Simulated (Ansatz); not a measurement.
LaAgO3, space group Pm-3m: an equation of state with a fit, run with Ansatz 0.2.0 through its Python package.

`eos.py`
```python
'''Bulk modulus of LaAgO3 from an E(V) curve.'''

import ansatz as az
import numpy as np

vectors0 = np.array([
    [4.108444, 0.0, 0.0],
    [0.0, 4.108444, 0.0],
    [0.0, 0.0, 4.108444],
])
sites = [
    ('La', (0.5, 0.5, 0.5)),
    ('Ag', (0.0, 0.0, 0.0)),
    ('O', (0.5, 0.0, 0.0)),
    ('O', (0.0, 0.5, 0.0)),
    ('O', (0.0, 0.0, 0.5)),
]


def on_lattice(cell):
    crystal = az.Crystal(lattice=az.Lattice.of(cell))
    for symbol, position in sites:
        crystal = crystal.atom(symbol, position)
    return crystal


def main() -> None:
    # scale the volume, keep shape and fractions
    volumes, energies, pressures = [], [], []
    for scale in np.linspace(0.9, 1.1, 9):
        cell = vectors0 * scale ** (1 / 3)
        setup = (
            on_lattice(cell).calculation()
            .pseudopotentials('paw')
            .functional(az.Functional.LDA)
            .occupations(az.OccupationsMethod.FERMI_DIRAC, width=150 * az.meV)
            .basis(500)
            .kpoints(6, 6, 6)  # the mesh must be finer for metals
            .stress()
        )
        data = setup.run().report
        volumes.append(abs(np.linalg.det(cell)) / len(sites))
        energies.append(data['free_energy_ev'] / len(sites))
        pressures.append(np.trace(data['stress_gpa']) / 3)
        print(f'V = {volumes[-1]:8.4f} A^3/atom  F = {energies[-1]:.5f} eV/atom  P = {pressures[-1]:8.3f} GPa')

    # third-order Birch-Murnaghan: a cubic in V^(-2/3)
    x = np.array(volumes) ** (-2 / 3)
    poly = np.polynomial.Polynomial.fit(x, energies, 3).convert()
    roots = poly.deriv().roots()
    x0 = min((r.real for r in roots if abs(r.imag) < 1e-9 and poly.deriv(2)(r.real) > 0), key=lambda r: abs(r - x.mean()))
    v0 = x0 ** -1.5
    b0 = 4 / 9 * poly.deriv(2)(x0) * v0 ** (-7 / 3) * 160.21766
    b1 = 4 + 2 / 3 * x0 * poly.deriv(3)(x0) / poly.deriv(2)(x0)
    print(f'V0 = {v0:.4f} A^3/atom, B0 = {b0:.1f} GPa, dB/dP = {b1:.2f}')


if __name__ == '__main__':
    main()
```

From its runs, with one value withheld:

| V (Å³/atom) | F less the lowest row shown (meV/atom) |
| --- | --- |
| 12.483 | ? |
| 12.829 | 0.00 |
| 13.176 | 7.11 |
| 13.523 | 23.17 |
| 13.870 | 46.88 |
| 14.216 | 77.12 |
| 14.563 | 112.94 |
| 14.910 | 153.49 |
| 15.256 | 198.05 |

What is the missing energy at 12.483 Å³ an atom?

A third-order Birch-Murnaghan fit, E = E0 + (9 V0 B0 / 16) [(t - 1)³ B' + (t - 1)² (6 - 4t)] with t = (V0/V)^(2/3), through the 8 rows shown gives V0 = 12.760 Å³, B0 = 183.7 GPa, B' = 4.80 and E0 = -0.21 meV. At V = 12.483 Å³, t = 1.01475, and the fit extrapolates to 3.39 meV. The run gave 3.32 meV, a miss of 0.06 meV.

Caveats:
- For a metal this k-point mesh is coarse: on a finer one energies can move by several to tens of meV an atom and pressures by half a GPa or more, differences at one mesh by less.
- Pressure is positive in compression.
- At these settings the cell as given stands under about -13 GPa, so it isn't at this functional's equilibrium volume.
- The structure comes from a database of computed cells and needn't be a stable or known phase.
- Timing: 21 s on 1 thread of Intel(R) Xeon(R) Processor @ 2.30GHz, with other jobs on the host, peak memory 0.58 GiB.
